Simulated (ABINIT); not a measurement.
SrTiO3: relaxation of cell and atoms with PBEsol

The system is SrTiO3.

```
CELL_PARAMETERS angstrom
3.90000 0.00000 0.00000
0.00000 3.90000 0.00000
0.00000 0.00000 3.90000
ATOMIC_POSITIONS crystal
O 0.50000 0.50000 0.00000
O 0.50000 0.00000 0.50000
O 0.00000 0.50000 0.50000
Sr 0.00000 0.00000 0.00000
Ti 0.50000 0.50000 0.50000
```

The cell was built by a generator and needn't be a form met in nature.

| Property | Result |
| --- | --- |
| Program | ABINIT 10.8.3 (patched build) |
| Task | relaxation of cell and atoms |
| Functional | PBEsol |
| Potentials or basis | PseudoDojo NC SR PBEsol v0.4.1 standard |
| Cutoff | 1143 eV |
| k mesh | 7 × 7 × 7 |
| Occupations | fermi-dirac, width 0.05 eV |
| Spin | no spin polarisation |
| Cell freedom (optcell) | 2 |
| Cutoff smearing ecutsm (Ha) | 0.5 |
| Optimiser (ionmov) | 2 |
| Force stop (Ha/bohr) | 0.0002 |

| Item | Value |
| --- | --- |
| Relaxed volume | 11.76 Å³/atom |
| Relaxed cell | a = 3.888 Å, b = 3.888 Å, c = 3.888 Å, α = 90.00°, β = 90.00°, γ = 90.00° |
| Space group after relaxing (to 0.05 Å) | Pm-3m (No. 221) |
| Energy gained by relaxing | 0.5 meV/atom |
| Ionic steps | 3 |
| Pressure after relaxing | 0.0 GPa |
| Band gap on the k mesh | 1.94 eV, indirect (least direct gap 2.23 eV) |
| Valence electrons inside the program's atomic spheres | O 6.24; Sr 6.73; Ti 9.46 |

The path:
| step | energy change (eV) | largest force (eV/Å) | pressure (GPa) | volume (Å³) |
| --- | --- | --- | --- | --- |
| 1 | 0.0000 | 0.0000 | -1.64 | 59.32 |
| 2 | -0.0022 | 0.0000 | -0.73 | 59.02 |
| 3 | -0.0027 | 0.0000 | 0.01 | 58.79 |

Final structure:
```xyz
5
Lattice="3.8883 0.0000 0.0000 0.0000 3.8883 0.0000 0.0000 0.0000 3.8883" Properties=species:S:1:pos:R:3 pbc="T T T"
O     1.9441    1.9441    0.0000
O     1.9441    0.0000    1.9441
O     0.0000    1.9441    1.9441
Sr    0.0000    0.0000    0.0000
Ti    1.9441    1.9441    1.9441
```

Levels at points of the mesh, in eV from the valence-band top:
```
           k point  band 16  band 17  band 18  band 19  band 20  band 21  band 22  band 23  band 24
(0.00, 0.00, 0.00)    -1.14    -1.14    -0.28    -0.28    -0.28     1.94     1.94     1.94     4.58
```

Run time: 9.5 min on 1 thread of Intel(R) Xeon(R) Platinum 8375C CPU @ 2.90GHz (Ice Lake) (shared host), peak memory 0.13 GiB.

Caveat: an odd mesh through Γ misses points on the zone boundary, where band edges often lie.
